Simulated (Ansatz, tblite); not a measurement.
**The cluster ZrGe12+: one state, many levels**

Aim: run the doublet of the cluster ZrGe12+ at one geometry on many levels, and compare frontier levels, spin and run time.

Method: as each input shows; program: Ansatz 0.2.0, Gaussian basis.

Levels to be run: GFN1-xTB, GFN2-xTB, PBE-D4/def2-TZVP, r2SCAN-D4/def2-TZVP, HF/def2-TZVP, PBE-D4/def2-SVP, PBE0-D4/def2-SVP, MP2/def2-SVP, RPA/def2-SVP.

6 further runs of the same task are left out: 1 that didn't finish, 5 set aside as unsound or not needed. Runs told in other sessions of the task aren't counted.

### 1 The geometry

The geometry is that of the doublet, from an earlier relaxation (PBE-D4/def2-SVP). At that level it is the lowest of the isomers that a small search found.

13 atoms, charge 1, spin multiplicity 2.

Bond lengths: Zr1–Ge2 3.077 Å, Zr1–Ge3 2.856 Å, Zr1–Ge4 3.005 Å, Zr1–Ge5 3.120 Å, Zr1–Ge6 2.734 Å, Zr1–Ge7 2.861 Å, Zr1–Ge8 2.985 Å, Zr1–Ge9 3.411 Å, Zr1–Ge10 3.385 Å, Zr1–Ge11 3.341 Å, Zr1–Ge12 2.826 Å, Zr1–Ge13 3.215 Å, Ge2–Ge3 2.568 Å, Ge2–Ge7 2.865 Å, Ge2–Ge9 2.568 Å, Ge2–Ge10 2.619 Å, Ge3–Ge4 2.485 Å, Ge3–Ge5 2.590 Å and more. Angles: Ge2–Zr1–Ge3 51.1°, Ge2–Zr1–Ge4 100.1°, Ge2–Zr1–Ge5 62.5°, Ge2–Zr1–Ge6 99.4°, Ge2–Zr1–Ge7 57.5°, Ge2–Zr1–Ge8 120.0°, Ge2–Zr1–Ge9 46.3°, Ge2–Zr1–Ge10 47.5°, Ge2–Zr1–Ge11 74.6°, Ge2–Zr1–Ge12 91.3°, Ge2–Zr1–Ge13 87.0°, Ge3–Zr1–Ge4 50.1°, Ge3–Zr1–Ge5 51.1°, Ge3–Zr1–Ge6 101.4°, Ge3–Zr1–Ge7 108.3°, Ge3–Zr1–Ge8 92.2°, Ge3–Zr1–Ge9 67.8°, Ge3–Zr1–Ge10 80.9° and more.

Zr takes a core potential in the def2 sets. No spin-orbit coupling is included. The ion is computed in the gas phase, without counter-ions or solvent.

PBE0-D4/def2-TZVP was run before; its log isn't repeated, and its numbers join the tables.

### 2 GFN1-xTB

Tight binding, by tblite at 300 K electronic temperature and without a spin-polarisation term:

```python
tblite.interface.Calculator('GFN1-xTB', numbers, positions, charge=1, uhf=1).singlepoint()
```

Energy -574.8166 eV; 0.09 s.

### 3 GFN2-xTB

Tight binding, by tblite at 300 K electronic temperature and without a spin-polarisation term:

```python
tblite.interface.Calculator('GFN2-xTB', numbers, positions, charge=1, uhf=1).singlepoint()
```

Energy -678.4803 eV; 0.2 s.

### 4 PBE-D4/def2-TZVP

start.molden holds the orbitals of an earlier run on this state, given as this run's starting guess.

Input file in.yaml:

```yaml
crystal:
  periodic: [false, false, false]
  atoms:
    - {symbol: Zr, position_ang: [0.512839, -0.103994, 0.692891]}
    - {symbol: Ge, position_ang: [-1.761087, -0.042530, -1.379786]}
    - {symbol: Ge, position_ang: [-0.434127, 2.095234, -0.864200]}
    - {symbol: Ge, position_ang: [1.779473, 2.568665, 0.161416]}
    - {symbol: Ge, position_ang: [-1.895271, 1.799556, 1.253950]}
    - {symbol: Ge, position_ang: [-0.959015, 0.176421, 2.979443]}
    - {symbol: Ge, position_ang: [-0.813779, -2.475572, -0.201077]}
    - {symbol: Ge, position_ang: [3.333270, 0.345240, -0.175050]}
    - {symbol: Ge, position_ang: [0.328204, -0.863006, -2.627832]}
    - {symbol: Ge, position_ang: [-2.815654, -0.673899, 0.933435]}
    - {symbol: Ge, position_ang: [1.891899, 1.109711, -2.098216]}
    - {symbol: Ge, position_ang: [2.100004, -1.712183, -1.003763]}
    - {symbol: Ge, position_ang: [-1.266747, -2.223643, 2.328788]}
basis:
  gaussian: {orbitals: def2-TZVP, fitting: {mean_field: def2-universal-jkfit}, initial_orbitals: start.molden}
total_charge: 1
magnetization: {spin_polarized: true, initial_magnetization: 1}
hamiltonian: {xc: pbe, dispersion: d4}
scf: {omitted_lower_state_checks: [starts]}
output: {forces: true, orbitals: {seedname: orbitals}}
```

On the command line:

```sh
ansatz run in.yaml --threads 2 --pin off --events-out ev --progress --plain --max-ram 32768MiB --backend cuda --devices 0, --max-vram 18GiB
```

What it wrote (excerpt; [...] marks lines left out):

```text
Functional definition: PBE
  name "PBE"
  cite "Perdew, Burke & Ernzerhof, Phys. Rev. Lett. 77, 3865 (1996) doi:10.1103/PhysRevLett.77.3865"
  parent pbe
[...]
3447 factors; integrals over basis functions are off by at most 9.1e-1 eV
[...]
mean field -679401.75965420 eV, -24967.5541522392 hartree, gradient 2.6e-5 eV, S^2 0.760859; 0 other end points of the search recorded, 0 dependent functions left out
[...]
reference -679401.75970135 eV, -24967.5541539720 hartree; 198, 197 occupied and 418, 419 virtual orbitals, 3447 factors
Total energy: -679403.25608437 eV, -24967.6091450336 hartree
Atom 0 at     0.512839    -0.103994     0.692891 Å, force    -0.031001     0.006885    -0.043762 eV/Å
Atom 1 at    -1.761087    -0.042530    -1.379786 Å, force     0.046131     0.011332     0.046332 eV/Å
Atom 2 at    -0.434127     2.095234    -0.864200 Å, force     0.009788    -0.031111     0.030390 eV/Å
Atom 3 at     1.779473     2.568665     0.161416 Å, force    -0.023204    -0.038912    -0.042330 eV/Å
Atom 4 at    -1.895271     1.799556     1.253950 Å, force     0.056314    -0.044221    -0.045101 eV/Å
Atom 5 at    -0.959015     0.176421     2.979443 Å, force    -0.064750    -0.028038    -0.027368 eV/Å
Atom 6 at    -0.813779    -2.475572    -0.201077 Å, force    -0.010363     0.046309     0.009151 eV/Å
Atom 7 at     3.333270     0.345240    -0.175050 Å, force    -0.048133    -0.001930    -0.031785 eV/Å
Atom 8 at     0.328204    -0.863006    -2.627832 Å, force    -0.017886    -0.000876     0.060432 eV/Å
Atom 9 at    -2.815654    -0.673899     0.933435 Å, force     0.110199    -0.002048     0.017381 eV/Å
Atom 10 at     1.891899     1.109711    -2.098216 Å, force    -0.018716    -0.012471     0.076787 eV/Å
Atom 11 at     2.100004    -1.712183    -1.003763 Å, force    -0.000453     0.042791    -0.006963 eV/Å
Atom 12 at    -1.266747    -2.223643     2.328788 Å, force    -0.007926     0.052289    -0.043164 eV/Å
Dipole moment:     0.166258    -0.036554     0.170379 e Å
Checks for a lower state left out: starts
```

It took 11 s on 1 × H100 (card shared with other runs) with 2 threads of AMD EPYC 7R13, shared host; peak host memory 1.2 GiB.

From the report: HOMO -8.45 eV, LUMO -8.15 eV (over both spins); ⟨S²⟩ 0.761 (pure: 0.75).

### 5 r2SCAN-D4/def2-TZVP

in.yaml, as its differences from that of step 4:

```diff
@@ -20,4 +20,4 @@
 magnetization: {spin_polarized: true, initial_magnetization: 1}
-hamiltonian: {xc: pbe, dispersion: d4}
+hamiltonian: {xc: r2scan, dispersion: d4}
 scf: {omitted_lower_state_checks: [starts]}
-output: {forces: true, orbitals: {seedname: orbitals}}
+output: {orbitals: {seedname: orbitals}}
```

Launched as before.

What it wrote (excerpt; [...] marks lines left out):

```text
Functional definition: r2SCAN
  name "r2SCAN"
  cite "Furness, Kaplan, Ning, Perdew & Sun, J. Phys. Chem. Lett. 11, 8208 (2020) doi:10.1021/acs.jpclett.0c02405"
  cite "Furness, Kaplan, Ning, Perdew & Sun, J. Phys. Chem. Lett. 11, 9248 (2020) doi:10.1021/acs.jpclett.0c03077"
  parent r2scan
[...]
3447 factors; integrals over basis functions are off by at most 9.1e-1 eV
[...]
mean field -679499.80850271 eV, -24971.1573809620 hartree, gradient 2.3e-5 eV, S^2 0.790373; 0 other end points of the search recorded, 0 dependent functions left out
reference -679499.80852121 eV, -24971.1573816420 hartree; 198, 197 occupied and 418, 419 virtual orbitals, 3447 factors
Total energy: -679500.13267929 eV, -24971.1692942316 hartree
Checks for a lower state left out: starts
```

Wall time 12 s (1 × H100 (card shared with other runs) with 2 threads of AMD EPYC 7R13, shared host); peak host memory 1.4 GiB.

From the report: HOMO -8.76 eV, LUMO -8.22 eV (over both spins); ⟨S²⟩ 0.790 (pure: 0.75).

### 6 HF/def2-TZVP

in.yaml, as its differences from that of step 5:

```diff
@@ -20,3 +20,3 @@
 magnetization: {spin_polarized: true, initial_magnetization: 1}
-hamiltonian: {xc: r2scan, dispersion: d4}
+hamiltonian: {xc: hf}
 scf: {omitted_lower_state_checks: [starts]}
```

Launched as before.

What it wrote:

```text
Functional definition: HF
  name "HF"
  cite "Fock, Z. Phys. 61, 126 (1930) doi:10.1007/BF01340294"
  parent pbe
  exchange = exact_x
  correlation = 0
these checks for a lower state are left out or cut short: starts
3447 factors; integrals over basis functions are off by at most 9.1e-1 eV
mean field evaluation 1: about -678941.4905 eV, gradient 5.4e1 eV
mean field evaluation 2: about -678945.2457 eV, gradient 4.4e0 eV
mean field evaluation 4: about -678945.3858 eV, gradient 3.8e0 eV
mean field evaluation 8: about -678945.9195 eV, gradient 1.2e-4 eV
mean field -678945.91945309 eV, -24950.8023338278 hartree, gradient 8.3e-6 eV, S^2 1.923923; 0 other end points of the search recorded, 0 dependent functions left out
reference -678945.91945309 eV, -24950.8023338278 hartree; 198, 197 occupied and 418, 419 virtual orbitals, 3447 factors
Total energy: -678945.91945309 eV, -24950.8023338278 hartree
Checks for a lower state left out: starts
```

Wall time 35 s (1 × H100 (card shared with other runs) with 2 threads of AMD EPYC 7R13, shared host); peak host memory 1.1 GiB.

HOMO -10.65 eV, LUMO -5.10 eV (over both spins); ⟨S²⟩ 1.924 (pure: 0.75). Doubts: spin contamination.

### 7 PBE-D4/def2-SVP

in.yaml, as its differences from that of step 6:

```diff
@@ -17,6 +17,6 @@
 basis:
-  gaussian: {orbitals: def2-TZVP, fitting: {mean_field: def2-universal-jkfit}, initial_orbitals: start.molden}
+  gaussian: {orbitals: def2-SVP, fitting: {mean_field: def2-universal-jkfit}, initial_orbitals: start.molden}
 total_charge: 1
 magnetization: {spin_polarized: true, initial_magnetization: 1}
-hamiltonian: {xc: hf}
+hamiltonian: {xc: pbe, dispersion: d4}
 scf: {omitted_lower_state_checks: [starts]}
```

Same command.

What it wrote:

```text
Functional definition: PBE
  name "PBE"
  cite "Perdew, Burke & Ernzerhof, Phys. Rev. Lett. 77, 3865 (1996) doi:10.1103/PhysRevLett.77.3865"
  parent pbe
  parameter kappa = 0.804
  parameter beta = 0.06672455060314922
  exchange = pbe_x(kappa = kappa, mu = beta*pi^2/3)
  correlation = pbe_c(beta = beta)
these checks for a lower state are left out or cut short: starts
3447 factors; integrals over basis functions are off by at most 1.8e-2 eV
mean field evaluation 1: about -679315.2976 eV, gradient 1.5e1 eV
mean field evaluation 2: about -679315.9198 eV, gradient 6.5e-1 eV
mean field evaluation 4: about -679315.9327 eV, gradient 8.6e-2 eV
mean field evaluation 8: about -679315.9329 eV, gradient 2.3e-5 eV
mean field -679315.93293093 eV, -24964.4000783345 hartree, gradient 2.3e-5 eV, S^2 0.760323; 0 other end points of the search recorded, 0 dependent functions left out
reference -679315.93297837 eV, -24964.4000800778 hartree; 198, 197 occupied and 217, 218 virtual orbitals, 3447 factors
Total energy: -679317.42936139 eV, -24964.4550711393 hartree
Checks for a lower state left out: starts
```

Wall time 7.5 s (1 × H100 (card shared with other runs) with 2 threads of AMD EPYC 7R13, shared host); peak host memory 0.98 GiB.

Report: HOMO -8.54 eV, LUMO -8.24 eV (over both spins); ⟨S²⟩ 0.760 (pure: 0.75).

### 8 PBE0-D4/def2-SVP

in.yaml, as its differences from that of step 7:

```diff
@@ -20,3 +20,3 @@
 magnetization: {spin_polarized: true, initial_magnetization: 1}
-hamiltonian: {xc: pbe, dispersion: d4}
+hamiltonian: {xc: pbe0, dispersion: d4}
 scf: {omitted_lower_state_checks: [starts]}
```

Same command.

What it wrote:

```text
Functional definition: PBE0
  name "PBE0"
  cite "Adamo & Barone, J. Chem. Phys. 110, 6158 (1999) doi:10.1063/1.478522"
  cite "Perdew, Burke & Ernzerhof, Phys. Rev. Lett. 77, 3865 (1996) doi:10.1103/PhysRevLett.77.3865"
  parent pbe
  parameter a = 0.25
  parameter kappa = 0.804
  parameter beta = 0.06672455060314922
  exchange = (1 - a)*pbe_x(kappa = kappa, mu = beta*pi^2/3) + a*exact_x
  correlation = pbe_c(beta = beta)
these checks for a lower state are left out or cut short: starts
3447 factors; integrals over basis functions are off by at most 1.8e-2 eV
mean field evaluation 1: about -679330.3667 eV, gradient 7.0e0 eV
mean field evaluation 2: about -679330.4723 eV, gradient 1.2e-1 eV
mean field evaluation 4: about -679330.4699 eV, gradient 1.2e-3 eV
mean field -679330.46992120 eV, -24964.9343028734 hartree, gradient 1.6e-5 eV, S^2 0.803069; 0 other end points of the search recorded, 0 dependent functions left out
reference -679330.46995684 eV, -24964.9343041829 hartree; 198, 197 occupied and 217, 218 virtual orbitals, 3447 factors
Total energy: -679331.80529404 eV, -24964.9833769200 hartree
Checks for a lower state left out: starts
```

It took 18 s on 1 × H100 (card shared with other runs) with 2 threads of AMD EPYC 7R13, shared host; peak host memory 1 GiB.

From the report: HOMO -9.32 eV, LUMO -7.83 eV (over both spins); ⟨S²⟩ 0.803 (pure: 0.75).

### 9 MP2/def2-SVP

in.yaml, as its differences from that of step 8:

```diff
@@ -17,6 +17,6 @@
 basis:
-  gaussian: {orbitals: def2-SVP, fitting: {mean_field: def2-universal-jkfit}, initial_orbitals: start.molden}
+  gaussian: {orbitals: def2-SVP, initial_orbitals: start.molden}
 total_charge: 1
 magnetization: {spin_polarized: true, initial_magnetization: 1}
-hamiltonian: {xc: pbe0, dispersion: d4}
+correlation: {method: mp2}
 scf: {omitted_lower_state_checks: [starts]}
```

Same command.

What it wrote (excerpt; [...] marks lines left out):

```text
Functional definition: HF
  name "HF"
  cite "Fock, Z. Phys. 61, 126 (1930) doi:10.1007/BF01340294"
  parent pbe
[...]
4086 factors; integrals over basis functions are off by at most 3.4e-4 eV
[...]
mean field -678859.00917988 eV, -24947.6084401974 hartree, gradient 3.0e-6 eV, S^2 1.908641; 0 other end points of the search recorded, 0 dependent functions left out
108 core orbitals not correlated: weight in the atoms' cores, before any rotation towards them, 1.000 or more for the frozen orbitals, at most 0.000 for the correlated occupied ones
reference -678859.00917988 eV, -24947.6084401974 hartree; 90, 89 occupied and 217, 218 virtual orbitals, 4086 factors
second order -85.68467672 eV of doubles, -0.00000000 eV of singles
Total energy: -678944.69385660 eV, -24950.7572939876 hartree
Checks for a lower state left out: starts
```

Wall time 21 s (1 × H100 (card shared with other runs) with 2 threads of AMD EPYC 7R13, shared host); peak host memory 1.1 GiB.

Hartree-Fock HOMO -10.77 eV, LUMO -5.25 eV (over both spins); ⟨S²⟩ 1.909 (pure: 0.75). Doubts: spin contamination.

### 10 RPA/def2-SVP

in.yaml, as its differences from that of step 9:

```diff
@@ -20,4 +20,4 @@
 magnetization: {spin_polarized: true, initial_magnetization: 1}
-correlation: {method: mp2}
+hamiltonian: {xc: pbe}
+correlation: {method: rpa}
 scf: {omitted_lower_state_checks: [starts]}
-output: {orbitals: {seedname: orbitals}}
```

Launched as before.

What it wrote (excerpt; [...] marks lines left out):

```text
Functional definition: PBE
  name "PBE"
  cite "Perdew, Burke & Ernzerhof, Phys. Rev. Lett. 77, 3865 (1996) doi:10.1103/PhysRevLett.77.3865"
  parent pbe
[...]
4086 factors; integrals over basis functions are off by at most 3.4e-4 eV
[...]
mean field -679315.92357457 eV, -24964.3997344944 hartree, gradient 5.3e-6 eV, S^2 0.760324; 0 other end points of the search recorded, 0 dependent functions left out
108 core orbitals not correlated: weight in the atoms' cores, before any rotation towards them, 1.000 or more for the frozen orbitals, at most 0.000 for the correlated occupied ones
reference -678852.45473298 eV, -24947.3675687166 hartree; 90, 89 occupied and 217, 218 virtual orbitals, 4086 factors
Total energy: -678966.00493728 eV, -24951.5404617573 hartree
Checks for a lower state left out: starts
```

Run time: 19 s. Hardware: 1 × H100 (card shared with other runs) with 2 threads of AMD EPYC 7R13, shared host; peak host memory 2.6 GiB.

From the report: ⟨S²⟩ 0.760 (pure: 0.75).

### 11 Comparison

```tsv
level	functions	HOMO (eV)	LUMO (eV)	gap (eV)	⟨S²⟩	time
HF/def2-TZVP	616	-10.65	-5.10	5.55	1.924	35 s
PBE-D4/def2-SVP	415	-8.54	-8.24	0.30	0.760	7.5 s
PBE-D4/def2-TZVP	616	-8.45	-8.15	0.30	0.761	11 s
r2SCAN-D4/def2-TZVP	616	-8.76	-8.22	0.54	0.790	12 s
PBE0-D4/def2-SVP	415	-9.32	-7.83	1.49	0.803	18 s
PBE0-D4/def2-TZVP	616	-9.22	-7.71	1.50	0.806	16 s
```

The pieces so far (eV):

```tsv
basis	HF	MP2 correlation	total
def2-SVP	-678859.0092	-85.6847	-678944.6939 (MP2)
```

### 12 Outcome

```
                                                                   quantity                           value
 gap in def2-TZVP, named functionals and Hartree-Fock, smallest and largest  0.30 eV (PBE-D4), 5.55 eV (HF)
                                           correlation energy, MP2/def2-SVP                       -85.68 eV
⟨S²⟩ in def2-TZVP, named functionals and Hartree-Fock, smallest and largest                    0.761, 1.924
                            PBE0 total energy, smallest basis above largest  85.79 eV (def2-SVP, def2-TZVP)
```

**Reading.** Over the named functionals and Hartree-Fock in def2-TZVP the gap runs from 0.30 eV (PBE-D4) to 5.55 eV (HF); exact exchange widens it. Over the named functionals and Hartree-Fock in def2-TZVP spin contamination reaches 1.17 (HF), so some levels may describe another state.

The slowest run with a step of its own, HF/def2-TZVP, took 35 s; the quickest functional in def2-TZVP took 11 s (shared host).
